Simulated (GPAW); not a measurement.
Set up this calculation in GPAW 26.7.0, as an ASE script.

| Item | Value |
| --- | --- |
| Task | dielectric tensor |
| Functional | LDA |
| Potentials or basis | the program's PAW data sets (release 1.2.1) made for this functional |
| Cutoff | 600 eV |
| Basis | pw |
| k mesh | 3 × 3 × 4 |
| Occupations | fermi-dirac, width 0.001 eV |
| Spin | collinear spin, ferromagnetic start |
| Starting moments | [5.0, 5.0, 0.0, 0.0, 0.0, 0.0] μB |
| Response ecut | 80 eV |
| Maxiter | 150 |
| Response k mesh | 5 × 5 × 7 |
| Response bands | 77 |
| Kernels | ["RPA"] |
| Coarser k mesh | 4 × 4 × 5 |

MnF2:

```
Mn F
1.0
     4.87380    0.00000    0.00000
     0.00000    4.87380    0.00000
     0.00000    0.00000    3.31070
Mn F
2 4
Direct
  0.50000 0.50000 0.50000
  0.00000 0.00000 0.00000
  0.80530 0.19470 0.50000
  0.69470 0.69470 0.00000
  0.19470 0.80530 0.50000
  0.30530 0.30530 0.00000
```

These files were run (other wordings do the same):

run.py

```python
import numpy as np
from ase import Atoms
from ase.dft.bandgap import bandgap
from ase.io import write
from gpaw import GPAW, PW
from gpaw.response.df import DielectricFunction

atoms = Atoms(['Mn', 'Mn', 'F', 'F', 'F', 'F'],
              cell=[[4.8738, 0.0, 0.0],
                    [0.0, 4.8738, 0.0],
                    [0.0, 0.0, 3.3107]],
              scaled_positions=[[0.5, 0.5, 0.5],
                                [0.0, 0.0, 0.0],
                                [0.8053, 0.1947, 0.5],
                                [0.6947, 0.6947, 0.0],
                                [0.1947, 0.8053, 0.5],
                                [0.3053, 0.3053, 0.0]],
              pbc=True)
atoms.set_initial_magnetic_moments([5.0, 5.0, 0.0, 0.0, 0.0, 0.0])

calc = GPAW(mode=PW(600),
            xc='LDA',
            kpts={'size': (3, 3, 4), 'gamma': True},
            occupations={'name': 'fermi-dirac', 'width': 0.001},
            nbands=50,
            convergence={'density': 0.0001},
            maxiter=150,
            txt='gpaw.txt')
atoms.calc = calc
energy = atoms.get_potential_energy()
calc.write('gs.gpw')
write('result.traj', atoms)
print(f'Energy: {energy:.6f} eV')
print('Moments:', calc.get_magnetic_moments().round(3))
print('Fermi level:', round(calc.get_fermi_level(), 4), 'eV')
print(f'Gap: {bandgap(calc)[0]:.4f} eV, direct: {bandgap(calc, direct=True)[0]:.4f} eV')

for size in [(4, 4, 5), (5, 5, 7)]:
    name = 'x'.join(str(n) for n in size)
    dense = calc.fixed_density(kpts={'size': size, 'gamma': True},
                               nbands=83, convergence={'bands': 77, 'eigenstates': 1e-7},
                               update_fermi_level=True, txt=f'dense-{name}.txt')
    dense.write(f'{name}.gpw', mode='all')
    df = DielectricFunction(f'{name}.gpw', frequencies=np.array([0.0]), hilbert=False, eta=0.001,
                            ecut=80, nbands=77, intraband=False, txt=f'df-{name}.txt')
    for xc in ['RPA']:
        for direction in ['x', 'y', 'z', [0, 1, 1], [1, 0, 1], [1, 1, 0]]:
            e0, e = df.get_macroscopic_dielectric_constant(xc=xc, direction=direction)
            print(f'{name} {xc} {direction}: {e0:.4f} without, {e:.4f} with local fields')
```

Potentials or basis: the program's PAW data sets (release 1.2.1) made for this functional, pw.

Command:

```sh
$ OMP_NUM_THREADS=1 python run.py
```

Results of the run:

| Item | Value |
| --- | --- |
| Band gap on the k mesh | 0.61 eV, direct |
| Net moment | 10.00 μB per cell |
| Site moments | Mn +4.45; F +0.09 μB |
| Electronic dielectric tensor (diagonal) | 2.53, 2.53, 2.69 |

Caveat: the gap is small at this level, which inflates the dielectric constant; the long-wavelength limit can be off by several per cent where d states take part; an odd mesh through Γ misses points on the zone boundary, where band edges often lie; only a ferromagnetic start was run, and an antiferromagnetic order may lie lower in energy.

Run time: 14 min on 1 thread of Arm Neoverse V1, on a shared host, peak memory 0.86 GiB.
